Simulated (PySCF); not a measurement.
# C6H8F2OS: the cost of one run

The runs use PySCF 2.14.0, with density-fitted response routines of our own; the level of theory stands in each step. All values are computed, except where a source is named. Atoms are numbered from 0 throughout.

## Step 1: The molecule as given

18 atoms, charge 0, multiplicity 1; geometry from: GFN2-xTB. The atoms were then displaced at random by about 0.01 Å, so the start is not that level's minimum.

Bonds of the start (Å): F0–C1 1.37, C1–F2 1.37, C1–O3 1.31, O3–C4 1.45, C4–C5 1.53, C5–C6 1.51, C6–C7 1.51, C7–S8 1.62, C7–C9 1.47, C9–C4 1.53, C1–H10 1.12, C4–H11 1.12, C5–H12 1.09, C5–H13 1.09, C6–H14 1.09, C6–H15 1.09, C9–H16 1.10, C9–H17 1.10.

## Step 2: Optimising the geometry at PBE0-D3(BJ)/def2-SVP

What the job is given:

```
{"job": {"xc": "PBE0", "basis": "def2-SVP", "d3": "d3bj", "grid": 1, "shake": 0.01, "kind": "geom"}, "charge": 0, "multiplicity": 1}
F      3.653110    -0.924980    -0.599480
C      2.614480    -0.070550    -0.342360
F      2.584120     0.836530    -1.368610
O      1.515490    -0.775600    -0.283110
C      0.360130    -0.115900     0.284570
C     -0.727130    -1.137420     0.608840
C     -2.007820    -0.333090     0.632780
C     -1.757640     0.830810    -0.292120
S     -2.899280     1.876420    -0.771520
C     -0.330180     0.869740    -0.652540
H      2.848110     0.500310     0.591640
H      0.695780     0.413040     1.213920
H     -0.762670    -1.859730    -0.209340
H     -0.548020    -1.664490     1.550780
H     -2.225620     0.048030     1.634580
H     -2.893300    -0.891130     0.336700
H     -0.213150     0.519260    -1.691080
H      0.066070     1.890710    -0.629380
```

Started as:

```bash
OMP_NUM_THREADS=1 python probes_run.py task.json out
```

This one command runs all jobs of the session in turn.

Q: Estimate the wall time and peak memory of this first job on 1 thread of Arm Neoverse N1, shared host.

About 8.1 min, with a peak of 0.79 GiB.
